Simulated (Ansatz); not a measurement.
# B(H2O)Cl3 (BCl3H2O): one molecule under many settings

Aim: run B(H2O)Cl3 (BCl3H2O) under a spread of inputs, and see what each costs and gives.

Program: Ansatz 0.2.0, Gaussian basis. Level of theory: the settings change from run to run. These are calculated values, not measurements.

### Step 1. The geometry

The geometry comes from an earlier relaxation with r2SCAN-D4/def2-SVP; it is a stationary point, not always the lowest conformer.

7 atoms, charge 0, spin multiplicity 1.

Atoms are counted from 1 here; the program's logs count them from 0.

Bond lengths: B1–O2 1.680 Å, B1–Cl5 1.794 Å, B1–Cl6 1.830 Å, B1–Cl7 1.829 Å, O2–H3 0.976 Å, O2–H4 0.976 Å. Angles: O2–B1–Cl5 105.8°, O2–B1–Cl6 101.7°, O2–B1–Cl7 101.7°, Cl5–B1–Cl6 115.4°, Cl5–B1–Cl7 115.4°, Cl6–B1–Cl7 114.3°, B1–O2–H3 105.5°, B1–O2–H4 105.6°, H3–O2–H4 107.3°.

### Step 2. B3LYP/6-31++G**

Options: relativity set to scalar.

in.yaml reads:

```yaml
crystal:
  periodic: [false, false, false]
  atoms:
    - {symbol: B, position_ang: [0.137414, -0.059133, -0.622458]}
    - {symbol: O, position_ang: [0.204724, 0.039026, 1.052904]}
    - {symbol: H, position_ang: [-0.405051, -0.649726, 1.380038]}
    - {symbol: H, position_ang: [-0.185508, 0.904409, 1.280979]}
    - {symbol: Cl, position_ang: [1.831095, -0.290739, -1.166617]}
    - {symbol: Cl, position_ang: [-0.613319, 1.551375, -1.059770]}
    - {symbol: Cl, position_ang: [-0.969364, -1.495212, -0.865076]}
basis:
  gaussian: {orbitals: "6-31++G**"}
hamiltonian: {xc: {name: B3LYP}, pseudopotentials: {relativity: scalar}}
scf: {omitted_lower_state_checks: [starts]}
output: {forces: true}
```

Command:

```bash
$ ansatz run in.yaml --threads 4 --pin off --events-out ev --progress --plain --max-ram 3916MiB
```

Output (excerpt; [...] marks lines left out):

```text
Functional definition: B3LYP
  name "B3LYP"
  cite "Stephens, Devlin, Chabalowski & Frisch, J. Phys. Chem. 98, 11623 (1994) doi:10.1021/j100096a001"
  cite "Becke, Phys. Rev. A 38, 3098 (1988) doi:10.1103/PhysRevA.38.3098"
  cite "Lee, Yang & Parr, Phys. Rev. B 37, 785 (1988) doi:10.1103/PhysRevB.37.785"
  cite "Vosko, Wilk & Nusair, Can. J. Phys. 58, 1200 (1980) doi:10.1139/p80-159"
[...]
1032 factors; integrals over basis functions are off by at most 8.6e-4 eV
[...]
mean field -40430.67334185 eV, -1485.7998404185 hartree, gradient 3.3e-5 eV, S^2 0.000000; 0 other end points of the search recorded, 0 dependent functions left out
[...]
reference -40430.67363427 eV, -1485.7998511647 hartree; 33, 33 occupied and 86, 86 virtual orbitals, 1032 factors
Total energy: -40430.67363427 eV, -1485.7998511647 hartree
Relativity: scalar
Atom 0 at     0.137414    -0.059133    -0.622458 Å, force     0.021731    -0.007916    -0.059849 eV/Å
Atom 1 at     0.204724     0.039026     1.052904 Å, force    -0.250724     0.038374     0.043280 eV/Å
Atom 2 at    -0.405051    -0.649726     1.380038 Å, force     0.104401    -0.037515     0.095638 eV/Å
Atom 3 at    -0.185508     0.904409     1.280979 Å, force     0.114457     0.019962     0.094097 eV/Å
Atom 4 at     1.831095    -0.290739    -1.166617 Å, force     0.169312    -0.022006    -0.042898 eV/Å
Atom 5 at    -0.613319     1.551375    -1.059770 Å, force    -0.060596     0.167498    -0.075862 eV/Å
Atom 6 at    -0.969364    -1.495212    -0.865076 Å, force    -0.098581    -0.158398    -0.054405 eV/Å
Dipole moment:    -0.259377     0.098618     0.961123 e Å
Checks for a lower state left out: starts
```

It took 14 s on 4 threads of Intel Xeon at 2.50GHz, shared host.

Largest force 0.257 eV/Å, dipole 4.81 D.

### Step 3. PBE0/def2-TZVP

Options: density fitting with cc-pVTZ-jkfit, D4 dispersion.

Changes to in.yaml since step 2:

```diff
@@ -11,4 +11,4 @@
 basis:
-  gaussian: {orbitals: "6-31++G**"}
-hamiltonian: {xc: {name: B3LYP}, pseudopotentials: {relativity: scalar}}
+  gaussian: {orbitals: def2-TZVP, fitting: {mean_field: cc-pVTZ-jkfit}}
+hamiltonian: {xc: {name: PBE0}, dispersion: d4}
 scf: {omitted_lower_state_checks: [starts]}
```

Same command.

Output (excerpt; [...] marks lines left out):

```text
Functional definition: PBE0
  name "PBE0"
  cite "Adamo & Barone, J. Chem. Phys. 110, 6158 (1999) doi:10.1063/1.478522"
  cite "Perdew, Burke & Ernzerhof, Phys. Rev. Lett. 77, 3865 (1996) doi:10.1103/PhysRevLett.77.3865"
  parent pbe
[...]
581 factors; integrals over basis functions are off by at most 6.6e-1 eV
[...]
mean field -40314.35401220 eV, -1481.5251838979 hartree, gradient 8.7e-5 eV, S^2 0.000000; 0 other end points of the search recorded, 0 dependent functions left out
[...]
reference -40314.35403944 eV, -1481.5251848988 hartree; 33, 33 occupied and 152, 152 virtual orbitals, 581 factors
Total energy: -40314.54037513 eV, -1481.5320326090 hartree
Atom 0 at     0.137414    -0.059133    -0.622458 Å, force    -0.032247     0.009068     0.083959 eV/Å
Atom 1 at     0.204724     0.039026     1.052904 Å, force    -0.382287     0.055446     0.008327 eV/Å
Atom 2 at    -0.405051    -0.649726     1.380038 Å, force     0.215513     0.137691    -0.098275 eV/Å
Atom 3 at    -0.185508     0.904409     1.280979 Å, force     0.166966    -0.202921    -0.074901 eV/Å
Atom 4 at     1.831095    -0.290739    -1.166617 Å, force    -0.217117     0.029146     0.053134 eV/Å
Atom 5 at    -0.613319     1.551375    -1.059770 Å, force     0.104043    -0.196295     0.025308 eV/Å
Atom 6 at    -0.969364    -1.495212    -0.865076 Å, force     0.145129     0.167867     0.002449 eV/Å
Dipole moment:    -0.248712     0.094673     0.926369 e Å
Checks for a lower state left out: starts
```

It took 13 s on 4 threads of Intel Xeon at 2.50GHz, shared host.

Largest force 0.386 eV/Å, dipole 4.63 D.

### Step 4. PBEsol/def2-SVP

This run has charge +1, multiplicity 2, atoms shaken by 0.03 Å, density fitting with def2-universal-jkfit, D4 dispersion.

in.yaml reads:

```yaml
crystal:
  periodic: [false, false, false]
  atoms:
    - {symbol: B, position_ang: [0.173182, -0.029428, -0.628026]}
    - {symbol: O, position_ang: [0.187957, 0.052475, 1.055700]}
    - {symbol: H, position_ang: [-0.382354, -0.625854, 1.353457]}
    - {symbol: H, position_ang: [-0.164731, 0.946168, 1.199667]}
    - {symbol: Cl, position_ang: [1.837397, -0.283606, -1.206973]}
    - {symbol: Cl, position_ang: [-0.610692, 1.510683, -1.069155]}
    - {symbol: Cl, position_ang: [-0.924384, -1.485485, -0.893437]}
basis:
  gaussian: {orbitals: def2-SVP, fitting: {mean_field: def2-universal-jkfit}}
total_charge: 1
magnetization: {spin_polarized: true, initial_magnetization: 1}
hamiltonian: {xc: {name: PBEsol}, dispersion: d4}
output: {forces: true}
```

Launched as before.

Output (excerpt; [...] marks lines left out):

```text
Functional definition: PBEsol
  name "PBEsol"
  cite "Perdew et al., Phys. Rev. Lett. 100, 136406 (2008) doi:10.1103/PhysRevLett.100.136406"
  cite "Perdew, Burke & Ernzerhof, Phys. Rev. Lett. 77, 3865 (1996) doi:10.1103/PhysRevLett.77.3865"
  parent pbesol
[...]
572 factors; integrals over basis functions are off by at most 1.6e-1 eV
[...]
mean field -40219.21802209 eV, -1478.0290007466 hartree, gradient 2.6e-5 eV, S^2 0.751081; 8 other end points of the search recorded, 0 dependent functions left out
[...]
reference -40219.21804849 eV, -1478.0290017171 hartree; 33, 32 occupied and 59, 60 virtual orbitals, 572 factors
Total energy: -40219.28289308 eV, -1478.0313847116 hartree
Atom 0 at     0.173182    -0.029428    -0.628026 Å, force    -0.363021    -0.620999     1.297795 eV/Å
Atom 1 at     0.187957     0.052475     1.055700 Å, force     2.448349     1.347753    -2.387533 eV/Å
Atom 2 at    -0.382354    -0.625854     1.353457 Å, force    -1.848413    -1.847433     1.315653 eV/Å
Atom 3 at    -0.164731     0.946168     1.199667 Å, force    -0.452559     0.584046     0.751756 eV/Å
Atom 4 at     1.837397    -0.283606    -1.206973 Å, force    -0.050068    -0.005366    -0.104603 eV/Å
Atom 5 at    -0.610692     1.510683    -1.069155 Å, force    -0.048819     0.305888    -0.523818 eV/Å
Atom 6 at    -0.924384    -1.485485    -0.893437 Å, force     0.314532     0.236110    -0.349250 eV/Å
Dipole moment:    -0.210867     0.089642     0.726433 e Å
```

It took 21 s on 4 threads of Intel Xeon at 2.50GHz, shared host.

Largest force 3.676 eV/Å, ⟨S²⟩ 0.751.

### Step 5. wB97M-V/def2-TZVP

Options: atoms shaken by 0.03 Å.

in.yaml reads:

```yaml
crystal:
  periodic: [false, false, false]
  atoms:
    - {symbol: B, position_ang: [0.139466, -0.070504, -0.591973]}
    - {symbol: O, position_ang: [0.207739, 0.019485, 1.098184]}
    - {symbol: H, position_ang: [-0.384782, -0.656690, 1.349661]}
    - {symbol: H, position_ang: [-0.116412, 0.860714, 1.235712]}
    - {symbol: Cl, position_ang: [1.801537, -0.309710, -1.167191]}
    - {symbol: Cl, position_ang: [-0.582894, 1.494269, -1.055282]}
    - {symbol: Cl, position_ang: [-0.948060, -1.557394, -0.904514]}
basis:
  gaussian: {orbitals: def2-TZVP}
hamiltonian: {xc: {name: wB97M-V}}
```

Same command.

Output (excerpt; [...] marks lines left out):

```text
Functional definition: wB97M-V
  name "wB97M-V"
  cite "Mardirossian & Head-Gordon, J. Chem. Phys. 144, 214110 (2016) doi:10.1063/1.4952647"
  cite "Becke, J. Chem. Phys. 107, 8554 (1997) doi:10.1063/1.475007"
  cite "Vydrov & Van Voorhis, J. Chem. Phys. 133, 244103 (2010) doi:10.1063/1.3521275"
  # Of w^i u^j: cxij and so on, Table III.
[...]
  gx(w, u) = 1 - cx + cx01*u + cx10*w
  gss(w, u) = css00 + css04*u^4 + css10*w + css20*w^2 + css43*w^4*u^3
  gos(w, u) = cos00 + cos10*w + (cos20 + cos21*u)*w^2 + (cos60 + cos61*u)*w^6
[...]
      + integral(e_c_pw_mod_opposite_spin*gos(b97_w_opposite, b97_u_opposite)) + vv10(b, c)
1197 factors; their error is unknown
236 factors; integrals over basis functions are off by at most 2.6e-5 eV
[...]
mean field -40326.92047223 eV, -1481.9869927860 hartree, gradient 4.2e-5 eV, S^2 0.000000; 0 other end points of the search recorded, 0 dependent functions left out
reference -40326.92051265 eV, -1481.9869942714 hartree; 33, 33 occupied and 152, 152 virtual orbitals, 1197 factors
Total energy: -40326.92051265 eV, -1481.9869942714 hartree
```

It took 30 s on 4 threads of Intel Xeon at 2.50GHz, shared host.

### Step 6. All runs side by side

```csv
level,charge,multiplicity,geometry,functions,energy (eV),time
B3LYP/6-31++G**,0,1,relaxed,119,-40430.674,14 s
PBE0/def2-TZVP,0,1,relaxed,185,-40314.540,13 s
PBEsol/def2-SVP,1,2,shaken,92,-40219.283,21 s
wB97M-V/def2-TZVP,0,1,shaken,185,-40326.921,30 s
```

### Step 7. Outcome

```
                                         quantity                    value
                                             runs                        4
                                         quickest     PBE0/def2-TZVP, 13 s
                                          slowest  wB97M-V/def2-TZVP, 30 s
spread of total energies, same state and geometry                 116.1 eV
                  dipole, same state and geometry           4.63 to 4.81 D
```

Run time spans a factor of 2, from PBE0/def2-TZVP to wB97M-V/def2-TZVP. The jobs differ in tasks and options as well as level. The totals spread over 116 eV; they can't be compared across methods or bases. Some of these runs are scalar-relativistic and others not, which shifts the totals of all-electron atoms past neon by eV; core potentials, where a basis has them, take the core out of the total altogether. At the r2SCAN-D4/def2-SVP geometry and in the same state, runs without warnings or point charges leave forces up to 0.39 eV/Å (PBE0/def2-TZVP).
